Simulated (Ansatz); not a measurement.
**Alloy of KTaO3 and KNbO3 (7 of 8 Ta sites exchanged), 40 atoms**

Aim: relax the alloy cell and compare the gap by PBEsol.

Method: density functional theory in Ansatz 0.2.0, PAW datasets, plane waves.

## (1) Starting point

40 atoms (8 K, 7 Nb, 1 Ta, 24 O); a = 7.973 Å, b = 7.973 Å, c = 7.973 Å, α = 90.00°, β = 90.00°, γ = 90.00°. All atoms were shaken off their sites by about 0.02 Å along each axis.

Steps to follow: (2) PBEsol cell relaxation at the single k point (¼, ¼, ¼), on 1 × NVIDIA H100 80GB HBM3 with 2 threads of AMD EPYC 7R13.

## (2) Relaxing cell and atoms with PBEsol

Contents of in.yaml:

```yaml
crystal:
  lattice:
    - [7.972710, 0.000000, 0.000000]
    - [0.000000, 7.972710, 0.000000]
    - [0.000000, 0.000000, 7.972710]
  atoms:
    - { symbol: K, position: [0.003184, 0.005084, 0.000652] }
    - { symbol: K, position: [0.002654, 0.003191, 0.500908] }
    - { symbol: K, position: [0.001612, 0.498790, 0.006383] }
    - { symbol: K, position: [0.991070, 0.498668, 0.496949] }
    - { symbol: K, position: [0.499078, 0.999426, 0.002089] }
    - { symbol: K, position: [0.502435, 0.001067, 0.500143] }
    - { symbol: K, position: [0.496558, 0.500956, 0.999021] }
    - { symbol: K, position: [0.499541, 0.498938, 0.496975] }
    - { symbol: Nb, position: [0.251176, 0.249953, 0.250759] }
    - { symbol: Nb, position: [0.251415, 0.250171, 0.752215] }
    - { symbol: Nb, position: [0.248688, 0.748126, 0.250758] }
    - { symbol: Nb, position: [0.250425, 0.749411, 0.751497] }
    - { symbol: Nb, position: [0.748072, 0.246133, 0.754657] }
    - { symbol: Nb, position: [0.747521, 0.753914, 0.252332] }
    - { symbol: Nb, position: [0.750436, 0.752141, 0.754065] }
    - { symbol: Ta, position: [0.750145, 0.250866, 0.254609] }
    - { symbol: O, position: [0.251678, 0.253497, 0.001751] }
    - { symbol: O, position: [0.248365, 0.248323, 0.499643] }
    - { symbol: O, position: [0.248351, 0.748416, 0.996258] }
    - { symbol: O, position: [0.249001, 0.747208, 0.503448] }
    - { symbol: O, position: [0.748016, 0.253049, 0.000650] }
    - { symbol: O, position: [0.751192, 0.251335, 0.496613] }
    - { symbol: O, position: [0.748444, 0.752173, 0.995118] }
    - { symbol: O, position: [0.751847, 0.752567, 0.496961] }
    - { symbol: O, position: [0.998549, 0.248919, 0.253784] }
    - { symbol: O, position: [0.995294, 0.250300, 0.747772] }
    - { symbol: O, position: [0.000569, 0.750854, 0.252608] }
    - { symbol: O, position: [0.002285, 0.746933, 0.751597] }
    - { symbol: O, position: [0.500920, 0.252031, 0.251831] }
    - { symbol: O, position: [0.497860, 0.251059, 0.754486] }
    - { symbol: O, position: [0.498957, 0.748943, 0.251918] }
    - { symbol: O, position: [0.496293, 0.748816, 0.749290] }
    - { symbol: O, position: [0.252772, 0.003753, 0.252304] }
    - { symbol: O, position: [0.251075, 0.999504, 0.747406] }
    - { symbol: O, position: [0.248748, 0.504450, 0.248929] }
    - { symbol: O, position: [0.252699, 0.499628, 0.748954] }
    - { symbol: O, position: [0.751994, 0.999116, 0.246696] }
    - { symbol: O, position: [0.748312, 0.000878, 0.751758] }
    - { symbol: O, position: [0.750149, 0.499813, 0.254778] }
    - { symbol: O, position: [0.745870, 0.500531, 0.752279] }
  symmetry: { detect: false }
kpoints:
  mp_grid: { grid: [1, 1, 1], shift: [0.25, 0.25, 0.25] }
hamiltonian:
  xc: pbesol
scf:
  occupations: { method: fermi_dirac, width: 0.01 }
relax:
  f_tol: 0.03
  max_steps: 80
  escape_saddle: false
  adjacent_minimum: "off"
  cell: { fix: [shape] }
output:
  forces: true
  eigenvalues: true
  populations: true
```

Command:

```bash
$ ansatz run in.yaml --threads 2 --pin off --max-ram 20900MiB --runs-dir r --events-out ev --progress --plain --backend cuda --devices 0, --max-vram 18GiB
```

What does the calculation give? Wanted: for each run, top filled to lowest empty.

As calculated:

| level | time | top filled to lowest empty (eV) |
| --- | --- | --- |
| PBEsol, relaxation | 51 s (GPU) | 3.00 |

```
     quantity                                                                      value
   relaxation                                          12 recorded steps, 0.44 eV gained
largest shift                                             0.16 Å (Nb11 and others alike)
 relaxed cell  a = 8.003 Å, b = 8.003 Å, c = 8.003 Å, α = 90.00°, β = 90.00°, γ = 90.00°
   mean bonds                                        K–O 2.831, Nb–O 2.006, O–Ta 2.003 Å
```

**What this shows.** The relaxation lowers the energy by 0.44 eV; the largest shift is 0.16 Å (Nb11 and others alike), while the volume changes by +1.1 %. The mean lengths of the listed bonds run from O–Ta 2.00 Å to K–O 2.83 Å. With one k point the spacing samples only the states that fold onto it, so it can exceed the gap over the zone.
